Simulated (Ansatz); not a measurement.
# CH₇AsBNSi: one species, many methods

How much do the methods differ for CH₇AsBNSi? The plan is to run it at one geometry with functionals of several rungs and with coupled cluster, and see how far each lands from CCSD(T) at the basis-set limit for the atomisation energy.

Program: Ansatz 0.2.0, Gaussian basis. Level of theory: functionals in def2-TZVPP, the program's frozen cores in correlated methods. These are calculated values, not measurements.

The runs, in order: PBE-D4, r2SCAN-D4, PBE0-D4, B3LYP-D4, ωB97X-V, ωB97M-V, B2PLYP; CCSD(T)/def2-TZVPP; MP2/def2-QZVPP; extrapolation to the limit.

**1. The geometry**

An earlier PBE0-D4 in a triple-zeta def2 set relaxation fixed the geometry.

SMILES `NB1[SiH2]C1[AsH2]`, 12 atoms, charge 0, spin multiplicity 1.

Atoms are counted from 1 here; the program's logs count them from 0.

Bond lengths: N1–B2 1.378 Å, N1–H6 1.005 Å, N1–H7 1.008 Å, B2–Si3 1.941 Å, B2–C4 1.557 Å, Si3–C4 1.892 Å, Si3–H8 1.483 Å, Si3–H9 1.487 Å, C4–As5 1.968 Å, C4–H10 1.088 Å, As5–H11 1.529 Å, As5–H12 1.529 Å. Angles: B2–N1–H6 122.8°, B2–N1–H7 123.2°, H6–N1–H7 114.0°, N1–B2–Si3 156.0°, N1–B2–C4 138.8°, Si3–B2–C4 64.4°, B2–Si3–C4 47.9°, B2–Si3–H8 128.3°, B2–Si3–H9 118.6°, C4–Si3–H8 116.4°, C4–Si3–H9 116.4°, H8–Si3–H9 111.8°, B2–C4–Si3 67.7°, B2–C4–As5 107.7°, B2–C4–H10 124.1°, Si3–C4–As5 114.5°, Si3–C4–H10 126.1°, As5–C4–H10 110.2° and more.

**2. PBE-D4 (GGA)**

Input file in.yaml:

```yaml
crystal:
  periodic: [false, false, false]
  atoms:
    - {symbol: N, position_ang: [-0.582220, 2.023597, -0.475818]}
    - {symbol: B, position_ang: [-0.139914, 0.851178, 0.097836]}
    - {symbol: Si, position_ang: [0.090425, -0.451069, 1.518054]}
    - {symbol: C, position_ang: [0.919399, -0.257616, -0.171541]}
    - {symbol: As, position_ang: [0.204232, -1.443340, -1.570651]}
    - {symbol: H, position_ang: [-1.314190, 2.583938, -0.074528]}
    - {symbol: H, position_ang: [-0.204745, 2.394233, -1.333588]}
    - {symbol: H, position_ang: [-0.662650, -1.708139, 1.743857]}
    - {symbol: H, position_ang: [0.909045, -0.077079, 2.701441]}
    - {symbol: H, position_ang: [1.974644, -0.061796, -0.348689]}
    - {symbol: H, position_ang: [-1.267553, -1.158054, -1.272294]}
    - {symbol: H, position_ang: [0.150628, -2.751153, -0.780175]}
basis:
  gaussian: {orbitals: def2-TZVPP}
hamiltonian: {xc: pbe, dispersion: d4}
output: {forces: true, orbitals: {seedname: orbitals}}
```

Command:

```console
$ ansatz run in.yaml --threads 4 --pin off --events-out ev --progress --plain --max-ram 10444MiB
```

After this run come: r2SCAN-D4 (meta-GGA); PBE0-D4 (hybrid); B3LYP-D4 (hybrid); ωB97X-V (range-separated); ωB97M-V (range-separated); B2PLYP (double hybrid); CCSD(T) in def2-TZVPP; MP2 in def2-QZVPP.

**Question.** What will the summary of the whole plan be? Wanted: atomisation energy, CCSD(T)/CBS; farthest; mean size of error, hybrid; mean size of error, range-separated; gap, smallest and largest; T1 diagnostic; triples share of the correlation energy.

**Answer**, as computed:

| quantity | value |
| --- | --- |
| atomisation energy, CCSD(T)/CBS | 3996.3 kJ/mol |
| functionals within 40.0 kJ/mol (1.0 %) | r2SCAN-D4, PBE0-D4, B3LYP-D4, ωB97M-V, B2PLYP |
| farthest | PBE-D4 (+102.0 kJ/mol) |
| mean size of error, hybrid | 34.1 kJ/mol |
| mean size of error, range-separated | 41.4 kJ/mol |
| gap, smallest and largest | 3.70 eV (PBE-D4), 9.96 eV (ωB97X-V) |
| T1 diagnostic | 0.0130 |
| triples share of the correlation energy | 4.2 % |

**Reading.** PBE-D4 is off by +102.0 kJ/mol. Double hybrids carry the basis error of their MP2 part in triple zeta, and no dispersion term here, so their miss is partly the set-up's. The reference freezes the cores and leaves out relativity and excitations past (T), and its outer-core shells are covered unevenly, so misses under about 40.0 kJ/mol can't be ranked. Hartree-Fock recovers 70 % of the binding; the rest is correlation. The gap grows from 3.7 to 10.0 eV across the functionals, mostly with the share of exact exchange. Correlated methods include outer-core shells of As, which these sets cover unevenly.
